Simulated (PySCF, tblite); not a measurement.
# C6H12B2O: geometry, infrared bands and NMR shifts

What infrared bands and NMR shifts should C6H12B2O (`C=CO/C(C)=C\BBC`) show?

The runs use tblite 0.8.0 and PySCF 2.14.0, with density-fitted response routines of our own; the level of theory stands in each step. All values are computed, except where a source is named. Atoms are numbered from 0 throughout.

### 1 The starting structure

21 atoms, charge 0, multiplicity 1; geometry from: force field or distance geometry start.

Bonds of the start (Å): C0–C1 1.32, C1–O2 1.41, O2–C3 1.41, C3–C4 1.49, C3–C5 1.31, C5–B6 1.58, B6–B7 1.65, B7–C8 1.61, C0–H9 1.07, C0–H10 1.10, C1–H11 1.08, C4–H12 1.09, C4–H13 1.12, C4–H14 1.13, C5–H15 1.11, B6–H16 1.20, B7–H17 1.21, C8–H18 1.08, C8–H19 1.12, C8–H20 1.12.

### 2 Relaxing the molecule with GFN2-xTB

What the job is given:

```
{"job": {"kind": "relax", "xc": "GFN2-xTB", "basis": "xTB"}, "charge": 0, "multiplicity": 1}
C     -3.123700    -1.187900    -0.288300
C     -1.932500    -0.880800    -0.760000
O     -0.851400    -0.539100     0.070700
C     -0.759800     0.832300     0.394500
C     -1.914400     1.387100     1.162500
C      0.293800     1.529800     0.059500
B      1.505100     0.905600    -0.738200
B      2.135200    -0.572500    -0.343800
C      3.719500    -0.833500    -0.384300
H     -3.419000    -1.193800     0.739000
H     -3.883700    -1.444300    -1.038100
H     -1.740900    -0.909600    -1.819600
H     -2.719700     1.754600     0.525100
H     -2.229300     0.568600     1.854300
H     -1.592200     2.239600     1.827400
H      0.314300     2.593100     0.367600
H      2.312800     1.724000    -1.081300
H      1.571700    -1.203300     0.516800
H      4.022300    -1.514000    -1.168600
H      4.032900    -1.233500     0.609000
H      4.250100     0.149200    -0.504800
```

On the command line:

```sh
$ OMP_NUM_THREADS=1 python probes_run.py task.json out
```

One launch serves the whole session: the jobs run in the order shown.

**Question.** This job is followed by: GFN2-xTB harmonic vibrations, gas phase; GIAO PBE0/pcSseg-1 NMR shielding, non-relativistic, gas phase. Predict these results of the whole session: strongest single infrared mode (GFN2-xTB); zero-point energy (GFN2-xTB); ¹³C shifts against TMS (PBE0/pcSseg-1); ¹H shifts against TMS (PBE0/pcSseg-1, means over atoms taken as alike); ¹⁷O shifts against H2O (PBE0/pcSseg-1); ¹¹B shifts against BF3·OEt2 (PBE0/pcSseg-1).

As calculated:

```
                                                              quantity                                               value
                             strongest single infrared mode (GFN2-xTB)                               1171 cm⁻¹, 261 km/mol
                                          zero-point energy (GFN2-xTB)                                      105.0 kcal/mol
                                ¹³C shifts against TMS (PBE0/pcSseg-1)           177.9, 146.9, 131.4, 110.9, 20.9, 3.5 ppm
¹H shifts against TMS (PBE0/pcSseg-1, means over atoms taken as alike)  8.73, 6.95, 6.66, 5.53, 5.30, 5.18, 2.42, 0.12 ppm
                                ¹⁷O shifts against H2O (PBE0/pcSseg-1)                                           207.0 ppm
                           ¹¹B shifts against BF3·OEt2 (PBE0/pcSseg-1)                                      89.5, 26.8 ppm
```

Over 277 steps the energy fell by 1.418 eV; of the close pairs, C1–O2 changed most, 1.406 to 1.361 Å. No mode is imaginary among the 57: a minimum at this level. The strongest single mode, at 1171 cm⁻¹, is spread over many atoms; the largest shares are those of O2, C1. Unscaled tight-binding wavenumbers are off by several per cent, some by more. Its intensities can rank the bands wrongly. At PBE0/pcSseg-1: The widest tensor belongs to B6: span 251 ppm, with a paramagnetic part of -185 ppm.
